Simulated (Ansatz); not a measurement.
# C₃H₁₁NO₃Ti: how energies converge with the basis set

An exercise on one series of results from a longer session: the logs are not shown, and one member is left open.

Computed with Ansatz 0.2.0, Gaussian basis. Level: one geometry, several basis sets.

The runs, in order: PBE0-D4/def2-SVP; ωB97M-V/def2-SVP; PBE0-D4/def2-QZVPP; ωB97M-V/def2-QZVPP; the functionals' def2-TZVPP values are taken from earlier runs.

### The relaxed structure

The geometry comes from an earlier relaxation with PBE0-D4 in a triple-zeta def2 set; it is a stationary point, not always the lowest conformer.

SMILES `CC(C)[NH][Ti]([OH])([OH])[OH]`, 19 atoms, charge 0, spin multiplicity 1.

Atoms are counted from 1 here; the program's logs count them from 0.

Bond lengths: C1–C2 1.518 Å, C1–H9 1.092 Å, C1–H10 1.095 Å, C1–H11 1.091 Å, C2–C3 1.523 Å, C2–N4 1.450 Å, C2–H12 1.101 Å, C3–H13 1.093 Å, C3–H14 1.093 Å, C3–H15 1.093 Å, N4–Ti5 1.879 Å, N4–H16 1.015 Å, Ti5–O6 1.806 Å, Ti5–O7 1.812 Å, Ti5–O8 1.810 Å, O6–H17 0.957 Å, O7–H18 0.957 Å, O8–H19 0.958 Å. Angles: C2–C1–H9 110.5°, C2–C1–H10 110.5°, C2–C1–H11 111.1°, H9–C1–H10 107.9°, H9–C1–H11 108.5°, H10–C1–H11 108.3°, C1–C2–C3 111.2°, C1–C2–N4 110.5°, C1–C2–H12 107.6°, C3–C2–N4 110.7°, C3–C2–H12 107.9°, N4–C2–H12 108.9°, C2–C3–H13 111.0°, C2–C3–H14 110.3°, C2–C3–H15 111.1°, H13–C3–H14 108.5°, H13–C3–H15 107.9°, H14–C3–H15 108.0° and more.

The first run:

The input, in.yaml:

```yaml
crystal:
  periodic: [false, false, false]
  atoms:
    - {symbol: C, position_ang: [-1.457430, -0.837435, 0.424463]}
    - {symbol: C, position_ang: [-1.111449, 0.166066, -0.660839]}
    - {symbol: C, position_ang: [-1.166462, -0.475546, -2.040614]}
    - {symbol: N, position_ang: [0.195374, 0.746305, -0.417034]}
    - {symbol: Ti, position_ang: [1.481057, 0.583355, 0.943684]}
    - {symbol: O, position_ang: [2.629751, 1.947215, 0.659535]}
    - {symbol: O, position_ang: [2.348358, -1.001385, 0.802372]}
    - {symbol: O, position_ang: [0.701618, 0.651067, 2.576343]}
    - {symbol: H, position_ang: [-2.447169, -1.264023, 0.250000]}
    - {symbol: H, position_ang: [-0.733328, -1.659092, 0.431661]}
    - {symbol: H, position_ang: [-1.452118, -0.367472, 1.409296]}
    - {symbol: H, position_ang: [-1.868519, 0.964853, -0.629109]}
    - {symbol: H, position_ang: [-2.164285, -0.871061, -2.248404]}
    - {symbol: H, position_ang: [-0.447686, -1.297074, -2.105347]}
    - {symbol: H, position_ang: [-0.922606, 0.249142, -2.821983]}
    - {symbol: H, position_ang: [0.457766, 1.396518, -1.150483]}
    - {symbol: H, position_ang: [2.835524, 2.717775, 1.188910]}
    - {symbol: H, position_ang: [2.282297, -1.688433, 0.140145]}
    - {symbol: H, position_ang: [0.797506, 0.034925, 3.303505]}
basis:
  gaussian: {orbitals: def2-SVP}
hamiltonian: {xc: pbe0, dispersion: d4}
output: {orbitals: {seedname: orbitals}}
```

On the command line:

```
ansatz run in.yaml --threads 4 --pin off --events-out ev --progress --plain --max-ram 41984MiB --backend cpu
```

Steps of the session up to this table: PBE0-D4 in def2-SVP; ωB97M-V in def2-SVP; PBE0-D4 in def2-QZVPP; ωB97M-V in def2-QZVPP.

One table of the session follows, with a row left open; its other results are not shown here.

It belongs to the step «Density functionals: the series». 

```
functional       basis  HOMO (eV)
   PBE0-D4    def2-SVP      -6.58
   PBE0-D4  def2-TZVPP      -6.79
   PBE0-D4  def2-QZVPP      -6.81
   ωB97M-V    def2-SVP      -8.87
   ωB97M-V  def2-TZVPP          ?
   ωB97M-V  def2-QZVPP      -9.12
```

**Question.** Estimate the row for ωB97M-V, def2-TZVPP.

The run gave: HOMO (eV): -9.10. In the column «HOMO (eV)» it lies between ωB97M-V, def2-QZVPP (-9.12) and ωB97M-V, def2-SVP (-8.87).
